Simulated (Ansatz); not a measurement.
# GaSiH4OF (SMILES [F][GaH][O][SiH3]) at 6 levels

Wanted: a comparison of 6 runs (HF/STO-3G, B2PLYP/6-31G*, B3LYP/6-31G*, BHLYP/6-31G*, r2SCAN/6-31G*, BCCD(T)/6-31G*) of GaSiH4OF. 

The calculation is run with Ansatz 0.2.0.

130 further runs of the same task are left out: 3 that didn't finish, 127 set aside as unsound or not needed.

### Step 1. Starting point

GaSiH4OF: 8 atoms, total charge 0, spin state singlet. SMILES: `[F][GaH][O][SiH3]`. One bond was lengthened or shortened from a relaxed shape.

Bond lengths: F1–Ga2 1.751 Å, Ga2–O3 1.763 Å, O3–Si4 1.885 Å, Ga2–H5 1.537 Å, Si4–H6 1.485 Å, Si4–H7 1.487 Å, Si4–H8 1.487 Å. Angles: F1–Ga2–O3 113.0°, Ga2–O3–Si4 138.2°, F1–Ga2–H5 121.9°, O3–Ga2–H5 125.1°, O3–Si4–H6 108.0°, O3–Si4–H7 111.0°, O3–Si4–H8 111.0°, H6–Si4–H7 109.1°, H6–Si4–H8 109.1°, H7–Si4–H8 108.7°.

### Step 2. A single-point energy at HF/STO-3G (run 1)

Input file input.yaml:

```yaml
crystal:
  periodic: [false, false, false]
  atoms:
    - {symbol: F, position_ang: [1.048378, 1.617611, 1.794457]}
    - {symbol: Ga, position_ang: [1.515178, 1.365811, 0.125757]}
    - {symbol: O, position_ang: [0.513478, 0.170411, -0.695743]}
    - {symbol: Si, position_ang: [-0.952800, -0.945800, -0.299100]}
    - {symbol: H, position_ang: [2.684378, 2.129811, -0.514843]}
    - {symbol: H, position_ang: [-1.287500, -1.717200, -1.523200]}
    - {symbol: H, position_ang: [-0.618600, -1.894300, 0.796900]}
    - {symbol: H, position_ang: [-2.137300, -0.143800, 0.108800]}
basis:
  gaussian:
    orbitals: STO-3G
hamiltonian:
  xc: hf
accuracy: high
output: {orbitals: {seedname: orbitals}}
```

The run is started by

```console
$ ansatz run input.yaml --threads 1 --pin off --max-ram 3480MiB --events-out events.jsonl --progress --plain --runs-dir runs
```

Output:

```text
Warning: RAYON_NUM_THREADS=1 ignored (pool sized by the plan → 1); use --threads N
Functional definition: HF
  name "HF"
  exchange = exact_x
  correlation = 0
725 factors; integrals over basis functions are off by at most 2.2e-8 eV
mean field evaluation 1: about -64233.6867 eV, gradient 3.0e1 eV
mean field evaluation 2: about -64233.7656 eV, gradient 3.0e1 eV
mean field evaluation 4: about -64237.9414 eV, gradient 3.3e0 eV
mean field evaluation 8: about -64237.9987 eV, gradient 1.7e-1 eV
mean field -64237.99930711 eV, -2360.7029324565 hartree, gradient 3.3e-8 eV, S^2 0.000000; 0 other end points of the search recorded, 0 dependent functions left out
reference -64237.99930711 eV, -2360.7029324565 hartree; 33, 33 occupied and 8, 8 virtual orbitals, 725 factors
Total energy: -64237.99930711 eV, -2360.7029324565 hartree
```

It took 0.85 s on 1 thread of Intel Xeon Platinum 8488C (Sapphire Rapids), shared host; peak memory 0.11 GiB.

### Step 3. A single-point energy at B2PLYP/6-31G(d) (spherical functions) (run 2)

Input file run.yaml:

```yaml
crystal:
  periodic: [false, false, false]
  atoms:
    - symbol: F
      position_ang: [1.048378, 1.617611, 1.794457]
    - symbol: Ga
      position_ang: [1.515178, 1.365811, 0.125757]
    - symbol: O
      position_ang: [0.513478, 0.170411, -0.695743]
    - symbol: Si
      position_ang: [-0.952800, -0.945800, -0.299100]
    - symbol: H
      position_ang: [2.684378, 2.129811, -0.514843]
    - symbol: H
      position_ang: [-1.287500, -1.717200, -1.523200]
    - symbol: H
      position_ang: [-0.618600, -1.894300, 0.796900]
    - symbol: H
      position_ang: [-2.137300, -0.143800, 0.108800]
basis:
  gaussian:
    orbitals: 6-31G_st_-spherical.json
correlation:
  frozen_orbitals: {F: 1, Ga: 9, H: 0, O: 1, Si: 5}
accuracy: high
output: {orbitals: {seedname: orbitals}}
total_charge: 0
hamiltonian:
  xc: {name: B2PLYP}
```

The basis set 6-31G* is read from a file made from the Basis Set Exchange's data (not shown).

The run is started by

```console
$ ansatz run run.yaml --threads 1 --pin off --max-ram 3480MiB --events-out events.jsonl --progress --plain --runs-dir runs
```

Output:

```text
Warning: RAYON_NUM_THREADS=1 ignored (pool sized by the plan → 1); use --threads N
Functional definition: B2PLYP
  name "B2PLYP"
  parameter a = 0.53
  parameter c = 0.27
  exchange = (1 - a)*b88_x + a*exact_x
  correlation = (1 - c)*lyp_c + c*(mp2_os + mp2_ss)
1853 factors; integrals over basis functions are off by at most 7.0e-9 eV
mean field evaluation 1: about -65048.7505 eV, gradient 5.7e1 eV
mean field evaluation 2: about -65049.0231 eV, gradient 5.7e1 eV
mean field evaluation 4: about -65054.7112 eV, gradient 8.3e0 eV
mean field evaluation 8: about -65054.8572 eV, gradient 4.5e-1 eV
mean field evaluation 16: about -65054.8576 eV, gradient 6.1e-5 eV
mean field -65054.85762286 eV, -2390.7219218737 hartree, gradient 7.6e-8 eV, S^2 0.000000; 0 other end points of the search recorded, 0 dependent functions left out
16 core orbitals not correlated: weight in the atoms' cores, before any rotation towards them, 1.000 or more for the frozen orbitals, at most 0.000 for the correlated occupied ones
reference -65054.85765138 eV, -2390.7219229220 hartree; 17, 17 occupied and 53, 53 virtual orbitals, 1853 factors
second order -22.65588811 eV of doubles, -0.00000000 eV of singles
Total energy: -65060.97474117 eV, -2390.9467218254 hartree
```

Wall time 16 s (1 thread of Intel Xeon Platinum 8488C (Sapphire Rapids), shared host); peak memory 0.34 GiB.

Runs 3 to 4 aren't shown in full; the table further down has their settings and results.

### Step 4. A single-point energy at r2SCAN/6-31G(d) (spherical functions) (run 5)

Edit input.yaml of step 2 so:

```diff
@@ -13,6 +13,7 @@
   gaussian:
-    orbitals: STO-3G
+    orbitals: 6-31G_st_-spherical.json
 hamiltonian:
-  xc: hf
+  xc: {name: r2SCAN}
 accuracy: high
-output: {orbitals: {seedname: orbitals}}
+output:
+  orbitals: {seedname: orbitals}
```

The basis set 6-31G* is read from a file made from the Basis Set Exchange's data (not shown).

The run is started by

```console
$ ansatz run input.yaml --threads 1 --pin off --max-ram 3480MiB --events-out events.jsonl --progress --plain --runs-dir runs
```

Output:

```text
Warning: RAYON_NUM_THREADS=1 ignored (pool sized by the plan → 1); use --threads N
Functional definition: r2SCAN
  name "r2SCAN"
  parameter k0 = 0.174
  parameter k1 = 0.065
  parameter a1 = 4.9479
  exchange = r2scan_x(k0 = k0, k1 = k1, a1 = a1)
  correlation = r2scan_c
1853 factors; integrals over basis functions are off by at most 7.0e-9 eV
mean field evaluation 1: about -65067.1732 eV, gradient 6.8e1 eV
mean field evaluation 2: about -64999.9921 eV, gradient 1.8e2 eV
mean field evaluation 4: about -65074.5700 eV, gradient 1.7e1 eV
mean field evaluation 8: about -65075.0204 eV, gradient 3.6e-1 eV
mean field evaluation 16: about -65075.0206 eV, gradient 1.9e-5 eV
mean field -65075.02055916 eV, -2391.4628961161 hartree, gradient 6.4e-8 eV, S^2 0.000000; 0 other end points of the search recorded, 0 dependent functions left out
reference -65075.02056044 eV, -2391.4628961629 hartree; 33, 33 occupied and 53, 53 virtual orbitals, 1853 factors
Total energy: -65075.02056044 eV, -2391.4628961629 hartree
```

Run time: 14 s. Hardware: 1 thread of Intel Xeon Platinum 8488C (Sapphire Rapids), shared host; peak memory 0.3 GiB.

### Step 5. A single-point energy at BCCD(T)/6-31G(d) (spherical functions) (run 6)

Input file in.yaml:

```yaml
crystal:
  periodic: [false, false, false]
  atoms:
    - {symbol: F, position_ang: [1.048378, 1.617611, 1.794457]}
    - {symbol: Ga, position_ang: [1.515178, 1.365811, 0.125757]}
    - {symbol: O, position_ang: [0.513478, 0.170411, -0.695743]}
    - {symbol: Si, position_ang: [-0.952800, -0.945800, -0.299100]}
    - {symbol: H, position_ang: [2.684378, 2.129811, -0.514843]}
    - {symbol: H, position_ang: [-1.287500, -1.717200, -1.523200]}
    - {symbol: H, position_ang: [-0.618600, -1.894300, 0.796900]}
    - {symbol: H, position_ang: [-2.137300, -0.143800, 0.108800]}
basis:
  gaussian:
    orbitals: 6-31G_st_-spherical.json
correlation:
  method: bccd_t
  frozen_orbitals: {F: 1, Ga: 9, H: 0, O: 1, Si: 5}
accuracy: high
scf:
  omitted_lower_state_checks: [cluster_reference, increment]
```

The basis set 6-31G* is read from a file made from the Basis Set Exchange's data (not shown).

The run is started by

```console
$ ansatz run in.yaml --threads 1 --pin off --max-ram 3480MiB --events-out events.jsonl --progress --plain --runs-dir runs
```

Output:

```text
Warning: RAYON_NUM_THREADS=1 ignored (pool sized by the plan → 1); use --threads N
Functional definition: HF
  name "HF"
  exchange = exact_x
  correlation = 0
these checks for a lower state are left out or cut short: cluster_reference, increment
1853 factors; integrals over basis functions are off by at most 7.0e-9 eV
mean field evaluation 1: about -64991.8536 eV, gradient 4.8e1 eV
mean field evaluation 2: about -64991.9577 eV, gradient 4.8e1 eV
mean field evaluation 4: about -64996.6462 eV, gradient 3.6e0 eV
mean field evaluation 8: about -64996.6970 eV, gradient 3.5e-1 eV
mean field evaluation 16: about -64996.6974 eV, gradient 1.7e-8 eV
mean field -64996.69735556 eV, -2388.5845714732 hartree, gradient 1.8e-8 eV, S^2 0.000000; 0 other end points of the search recorded, 0 dependent functions left out
16 core orbitals not correlated: weight in the atoms' cores, before any rotation towards them, 1.000 or more for the frozen orbitals, at most 0.000 for the correlated occupied ones
reference -64996.69735556 eV, -2388.5845714732 hartree; 17, 17 occupied and 53, 53 virtual orbitals, 1853 factors
second order -18.36755593 eV of doubles, -0.00000000 eV of singles
cycle   1  -17.69858169 eV  change    6.7e-1 eV  update   1.3e-1
cycle   2  -18.32077258 eV  change   -6.2e-1 eV  update   4.8e-2
cycle   3  -18.48155951 eV  change   -1.6e-1 eV  update   2.4e-2
cycle   4  -18.45274891 eV  change    2.9e-2 eV  update   6.2e-3
cycle   5  -18.44522844 eV  change    7.5e-3 eV  update   2.6e-3
cycle   6  -18.44562288 eV  change   -3.9e-4 eV  update   8.9e-4
cycle   7  -18.44562787 eV  change   -5.0e-6 eV  update   3.8e-4
cycle   8  -18.44534433 eV  change    2.8e-4 eV  update   1.1e-4
cycle   9  -18.44526919 eV  change    7.5e-5 eV  update   5.4e-5
cycle  10  -18.44536605 eV  change   -9.7e-5 eV  update   1.6e-5
cycle  11  -18.44534496 eV  change    2.1e-5 eV  update   6.1e-6
cycle  12  -18.44535028 eV  change   -5.3e-6 eV  update   2.4e-6
cycle  13  -18.44535221 eV  change   -1.9e-6 eV  update   8.1e-7
cycle  14  -18.44535169 eV  change    5.2e-7 eV  update   3.1e-7
cycle  15  -18.44535198 eV  change   -2.9e-7 eV  update   1.4e-7
cycle  16  -18.44535201 eV  change   -3.1e-8 eV  update   5.6e-8
cycle  17  -18.44535199 eV  change    1.6e-8 eV  update   3.1e-8
cycle  18  -18.44535132 eV  change    6.7e-7 eV  update   1.3e-7
cycle  19  -18.44535129 eV  change    3.5e-8 eV  update   3.2e-8
cycle  20  -18.44535123 eV  change    5.5e-8 eV  update   1.2e-8
cycle  21  -18.44535123 eV  change    3.2e-9 eV  update   4.4e-9
cycle  22  -18.44535123 eV  change   8.7e-10 eV  update   1.8e-9
perturbative correction -0.49755117 eV, -0.0182846682 hartree
Total energy: -65015.64025796 eV, -2389.2807102964 hartree
Checks for a lower state left out: cluster_reference, increment
```

Wall time 26 s (1 thread of Intel Xeon Platinum 8488C (Sapphire Rapids), shared host); peak memory 0.59 GiB.

### Step 6. Overview of the runs

| run | level | frozen core orbitals | energy (Eh) | HOMO energy (eV) | LUMO energy (eV) | HOMO–LUMO gap (eV) | wall time |
| --- | --- | --- | --- | --- | --- | --- | --- |
| 1 | HF/STO-3G | – | -2360.702932 | -7.07 | 6.16 | 13.22 | 0.85 s |
| 2 | B2PLYP/6-31G* (spherical functions) | 16 | -2390.946722 | -9.98 | 0.25 | 10.23 | 16 s |
| 3 | B3LYP/6-31G* (spherical functions) | – | -2391.655223 | -8.27 | -0.99 | 7.28 | 6.6 s |
| 4 | BHLYP/6-31G* (spherical functions) | – | -2391.482918 | -10.01 | -0.02 | 9.99 | 8.7 s |
| 5 | r2SCAN/6-31G* (spherical functions) | – | -2391.462896 | -7.39 | -1.31 | 6.08 | 14 s |
| 6 | BCCD(T)/6-31G* (spherical functions) | 16 | -2389.280710 | – | – | – | 26 s |

### Step 7. Summary of results

```
                                           quantity           value
                                run 6: total energy  -2389.28071 Eh
run 6: correlation energy (16 core orbitals frozen)      -696.1 mEh
                              run 6: (T) correction      -18.28 mEh
```

What this shows: Over runs 1, 2, 3, 4, 5 the HOMO–LUMO gap runs from 6.08 eV (r2SCAN/6-31G*) to 13.22 eV (HF/STO-3G). The two ends differ in method and basis. Totals of different functionals can't be ranked against each other. In run 1 the basis is minimal, so the values are rough. All runs together took 72 s, the longest 26 s.
